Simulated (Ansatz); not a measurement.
# C2H4GeN radical: how energies converge with the basis set

An exercise on one series of results from a longer session: the logs are not shown, and one member is left open.

The runs use Ansatz 0.2.0, Gaussian basis; one geometry, several basis sets.

Plan: PBE0-D4/def2-SVP; ωB97M-V/def2-SVP; PBE0-D4/def2-QZVPP; ωB97M-V/def2-QZVPP; the functionals' def2-TZVPP values are taken from earlier runs.

### The relaxed structure

The geometry comes from an earlier relaxation with PBE0-D4 in a triple-zeta def2 set; it is a stationary point, not always the lowest conformer.

8 atoms, charge 0, spin multiplicity 2.

Atoms are counted from 1 here; the program's logs count them from 0.

Bond lengths: C1–Ge2 1.950 Å, C1–H5 1.089 Å, C1–H6 1.089 Å, C1–H7 1.092 Å, Ge2–C3 1.923 Å, Ge2–H8 1.540 Å, C3–N4 1.154 Å. Angles: Ge2–C1–H5 109.8°, Ge2–C1–H6 109.9°, Ge2–C1–H7 109.0°, H5–C1–H6 109.5°, H5–C1–H7 109.4°, H6–C1–H7 109.2°, C1–Ge2–C3 108.4°, C1–Ge2–H8 114.9°, C3–Ge2–H8 106.7°, Ge2–C3–N4 175.6°.

Set-up of the first run:

File in.yaml:

```yaml
crystal:
  periodic: [false, false, false]
  atoms:
    - {symbol: C, position_ang: [-0.712256, 0.924824, -0.377485]}
    - {symbol: Ge, position_ang: [-0.106764, -0.452545, 0.863111]}
    - {symbol: C, position_ang: [1.645742, -1.029368, 0.322460]}
    - {symbol: N, position_ang: [2.730593, -1.326082, 0.062452]}
    - {symbol: H, position_ang: [-1.703333, 1.272620, -0.088174]}
    - {symbol: H, position_ang: [-0.016702, 1.762857, -0.368748]}
    - {symbol: H, position_ang: [-0.754771, 0.503518, -1.384014]}
    - {symbol: H, position_ang: [-0.990210, -1.713125, 0.914699]}
basis:
  gaussian: {orbitals: def2-SVP}
magnetization: {spin_polarized: true, initial_magnetization: 1}
hamiltonian: {xc: pbe0, dispersion: d4}
output: {orbitals: {seedname: orbitals}}
```

Command:

```console
$ ansatz run in.yaml --threads 4 --pin off --events-out ev --progress --plain --max-ram 10444MiB
```

Among the steps run: PBE0-D4 in def2-SVP; ωB97M-V in def2-SVP; PBE0-D4 in def2-QZVPP; ωB97M-V in def2-QZVPP.

One table of the session follows, with a row left open; its other results are not shown here.

It belongs to the step «Functionals by basis». 

```
functional       basis  HOMO (eV)  LUMO (eV)
   PBE0-D4    def2-SVP      -6.66      -3.30
   PBE0-D4  def2-TZVPP      -6.73      -3.37
   PBE0-D4  def2-QZVPP      -6.75      -3.40
   ωB97M-V    def2-SVP      -8.60      -1.44
   ωB97M-V  def2-TZVPP      -8.70      -1.56
   ωB97M-V  def2-QZVPP          ?          ?
```

Estimate the missing values for ωB97M-V, def2-QZVPP.

The run gave: HOMO (eV): -8.72; LUMO (eV): -1.63. In the column «HOMO (eV)» it is the lowest.
